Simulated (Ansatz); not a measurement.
# C2H3BO2: how energies converge with the basis set

One table from this session's results is given with a row withheld; the runs are named, their logs left out.

The runs use Ansatz 0.2.0, Gaussian basis; one geometry, several basis sets.

Levels to be run: PBE0-D4/def2-SVP; ωB97M-V/def2-SVP; PBE0-D4/def2-QZVPP; ωB97M-V/def2-QZVPP; the functionals' def2-TZVPP values are taken from earlier runs.

## The relaxed structure

All runs share one geometry, relaxed beforehand with PBE0-D4 in a triple-zeta def2 set.

8 atoms, charge 0, spin multiplicity 1.

Atoms are counted from 1 here; the program's logs count them from 0.

Bond lengths: B1–O2 1.375 Å, B1–O5 1.375 Å, B1–H6 1.184 Å, O2–C3 1.372 Å, C3–C4 1.331 Å, C3–H7 1.077 Å, C4–O5 1.372 Å, C4–H8 1.077 Å. Angles: O2–B1–O5 110.2°, O2–B1–H6 124.9°, O5–B1–H6 124.9°, B1–O2–C3 105.2°, O2–C3–C4 109.7°, O2–C3–H7 118.4°, C4–C3–H7 131.9°, C3–C4–O5 109.7°, C3–C4–H8 131.9°, O5–C4–H8 118.4°, B1–O5–C4 105.2°.

The first run:

in.yaml reads:

```yaml
crystal:
  periodic: [false, false, false]
  atoms:
    - {symbol: B, position_ang: [-0.466368, 1.186683, 0.074028]}
    - {symbol: O, position_ang: [0.863411, 0.861108, 0.201475]}
    - {symbol: C, position_ang: [0.917285, -0.501276, 0.047737]}
    - {symbol: C, position_ang: [-0.308007, -0.977577, -0.161115]}
    - {symbol: O, position_ang: [-1.212480, 0.054158, -0.152378]}
    - {symbol: H, position_ang: [-0.905339, 2.283369, 0.148474]}
    - {symbol: H, position_ang: [1.876710, -0.986193, 0.110252]}
    - {symbol: H, position_ang: [-0.673113, -1.977372, -0.324374]}
basis:
  gaussian: {orbitals: def2-SVP}
hamiltonian: {xc: pbe0, dispersion: d4}
output: {orbitals: {seedname: orbitals}}
```

Launch:

```bash
> ansatz run in.yaml --threads 2 --pin off --events-out ev --progress --plain --max-ram 4352MiB
```

Steps of the session up to this table: PBE0-D4 in def2-SVP; ωB97M-V in def2-SVP; PBE0-D4 in def2-QZVPP; ωB97M-V in def2-QZVPP.

One of the session's tables, all rows but one given; the rest of the session is left out.

It belongs to the step «Density functionals: the series». 

```
functional       basis  HOMO (eV)  LUMO (eV)
   PBE0-D4    def2-SVP      -7.13       0.74
   PBE0-D4  def2-TZVPP      -7.12       0.48
   PBE0-D4  def2-QZVPP      -7.14       0.36
   ωB97M-V    def2-SVP      -9.36       2.90
   ωB97M-V  def2-TZVPP      -9.36       2.29
   ωB97M-V  def2-QZVPP          ?          ?
```

**Question.** Estimate the row for ωB97M-V, def2-QZVPP.

**Answer.** HOMO (eV): -9.38; LUMO (eV): 1.86. In the column «HOMO (eV)» it is the lowest.
